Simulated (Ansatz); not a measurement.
**IrAs (zincblende): a single-point run**

Wanted: a converged single-point run for IrAs (zincblende), and a check of what comes out. The structure is shown as the input types it.

Method: Kohn-Sham DFT, with the functional, basis and potentials that each input names, in Ansatz 0.2.0.

1 further run of the same task is left out (set aside as unsound or not needed). Runs told in other sessions of the task aren't counted.

## 1. Starting point

Symmetry: F-43m, No. 216, cubic system. Conventional cell: a = 5.467 Å, b = 5.467 Å, c = 5.467 Å, α = 90.00°, β = 90.00°, γ = 90.00°. Around Ir (site symmetry -43m) lie 4 As at 2.37 Å. As (site symmetry -43m) is surrounded by 4 Ir at 2.37 Å.

Structure file:

```cif
data_structure
_symmetry_space_group_name_H-M 'P 1'
_symmetry_Int_Tables_number 1
_cell_length_a 3.8661
_cell_length_b 3.8661
_cell_length_c 3.8661
_cell_angle_alpha 60.000
_cell_angle_beta 60.000
_cell_angle_gamma 60.000
_cell_volume 40.86
loop_
_atom_site_label
_atom_site_type_symbol
_atom_site_fract_x
_atom_site_fract_y
_atom_site_fract_z
_atom_site_occupancy
Ir1 Ir 0.00000 0.00000 0.00000 1
As1 As 0.25000 0.25000 0.25000 1
```

## 2. Running it

Contents of input.yaml:

```yaml
crystal:
  lattice:
    - [0.0, 2.733721048, 2.733721048]
    - [2.733721048, 0.0, 2.733721048]
    - [2.733721048, 2.733721048, 0.0]
  atoms:
    - { symbol: Ir, position: [0.0, 0.0, 0.0] }
    - { symbol: As, position: [0.25, 0.25, 0.25] }
basis:
  ecutwfc: 500
  ecutrho_ratio: 4
kpoints:
  mp_grid: { grid: [10, 10, 10] }
hamiltonian:
  xc: r2scan
  hubbard: { sites: [{ species: Ir, l: d, u_eff: -5.0 }] }
scf:
  occupations: { method: gaussian, width: 0.05 }
  max_iter: 100
output:
  forces: true
  stress: true
```

Launch:

```sh
> ansatz run input.yaml --threads 2 --pin off --max-ram 2662MiB --backend cpu --events-out ev --progress --plain --runs-dir out
```

What happens when this is run?

This run ends as converged. That alone doesn't make the input a sound one.

In the input, hamiltonian.hubbard.sites is [{species: Ir, l: d, u_eff: -5.0}]. The U is negative: it rewards fractional occupations of the shell, where a positive U penalises them, and shifts its filled levels up and its empty ones down.

The test: delete hamiltonian.hubbard.sites.
